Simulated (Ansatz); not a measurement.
**CH3GaO2: one species, many methods**

An exercise on one series of results from a longer session: the logs are not shown, and one member is left open.

Method: functionals in def2-TZVPP, the program's frozen cores in correlated methods; program: Ansatz 0.2.0, Gaussian basis.

The runs, in order: LDA (SPW92), PBE-D4, revPBE-D4, BLYP-D4, r2SCAN-D4, B97M-V, PBE0-D4, B3LYP-D4, r2SCANh-D4, r2SCAN0-D4, HSE06-D4, BHLYP-D4, CAM-B3LYP-D4, LC-ωPBE, ωB97X-V, ωB97M-V, B2PLYP, PBE-QIDH; CCSD(T)/def2-SVP; CCSD(T)/def2-TZVPP; MP2/def2-QZVPP; extrapolation to the limit; RPA on PBE.

### The relaxed structure

All runs share one geometry, relaxed beforehand with PBE0-D4 in a triple-zeta def2 set.

SMILES `O=[C](O)[GaH2]`, 7 atoms, charge 0, spin multiplicity 1.

Atoms are counted from 1 here; the program's logs count them from 0.

Bond lengths: O1–C2 1.205 Å, C2–O3 1.344 Å, C2–Ga4 2.007 Å, O3–H5 0.973 Å, Ga4–H6 1.562 Å, Ga4–H7 1.562 Å. Angles: O1–C2–O3 122.1°, O1–C2–Ga4 120.3°, O3–C2–Ga4 117.6°, C2–O3–H5 107.2°, C2–Ga4–H6 118.0°, C2–Ga4–H7 118.0°, H6–Ga4–H7 123.8°.

Set-up of the first run:

Input file in.yaml:

```yaml
crystal:
  periodic: [false, false, false]
  atoms:
    - {symbol: O, position_ang: [1.145281, 0.117203, 1.309789]}
    - {symbol: C, position_ang: [0.468727, -0.294969, 0.401672]}
    - {symbol: O, position_ang: [0.540025, -1.569236, -0.021028]}
    - {symbol: Ga, position_ang: [-0.817873, 0.925115, -0.538358]}
    - {symbol: H, position_ang: [1.202285, -2.019964, 0.531858]}
    - {symbol: H, position_ang: [-2.254830, 1.072772, 0.054764]}
    - {symbol: H, position_ang: [-0.283615, 1.769079, -1.738687]}
basis:
  gaussian: {orbitals: def2-TZVPP}
hamiltonian: {xc: lda}
output: {orbitals: {seedname: orbitals}}
```

Launch:

```
ansatz run in.yaml --threads 2 --pin off --events-out ev --progress --plain --max-ram 4352MiB
```

Steps of the session up to this table: LDA; PBE-D4 (GGA); revPBE-D4 (GGA); BLYP-D4 (GGA); r2SCAN-D4 (meta-GGA); B97M-V (meta-GGA); PBE0-D4 (hybrid); B3LYP-D4 (hybrid); r2SCANh-D4 (hybrid); r2SCAN0-D4 (hybrid); HSE06-D4 (hybrid); BHLYP-D4 (hybrid); CAM-B3LYP-D4 (range-separated); LC-ωPBE (range-separated); ωB97X-V (range-separated); ωB97M-V (range-separated); B2PLYP (double hybrid); PBE-QIDH (double hybrid).

One of the session's tables, all rows but one given; the rest of the session is left out.

| functional | HOMO (eV) | LUMO (eV) | gap (eV) |
| --- | --- | --- | --- |
| LDA (SPW92) | -6.34 | -2.97 | 3.38 |
| PBE-D4 | -6.14 | -2.67 | 3.47 |
| revPBE-D4 | -6.06 | -2.53 | 3.52 |
| BLYP-D4 | -6.06 | -2.65 | 3.41 |
| r2SCAN-D4 | -6.38 | -2.40 | 3.98 |
| B97M-V | -6.49 | -2.65 | 3.84 |
| PBE0-D4 | -7.50 | -1.88 | 5.63 |
| B3LYP-D4 | -7.31 | -2.18 | 5.12 |
| r2SCANh-D4 | ? | ? | ? |
| r2SCAN0-D4 | -7.69 | -1.72 | 5.98 |
| HSE06-D4 | -7.10 | -2.24 | 4.85 |
| BHLYP-D4 | -8.86 | -1.18 | 7.69 |
| CAM-B3LYP-D4 | -8.92 | -1.02 | 7.89 |
| LC-ωPBE | -10.18 | 0.24 | 10.42 |
| ωB97X-V | -9.86 | 0.07 | 9.93 |
| ωB97M-V | -9.78 | -0.17 | 9.60 |

Estimate the missing values for r2SCANh-D4.

Worked estimate for «HOMO (eV)». Against the share of exact exchange, r2SCAN-D4 (0, -6.38), r2SCAN0-D4 (0.25, -7.69) give a slope of -5.24 per unit share; at 0.1 the line stands at -6.90.

The run gave: HOMO (eV): -6.90; LUMO (eV): -2.12; gap (eV): 4.78. In «HOMO (eV)» the line misses by 0.00.
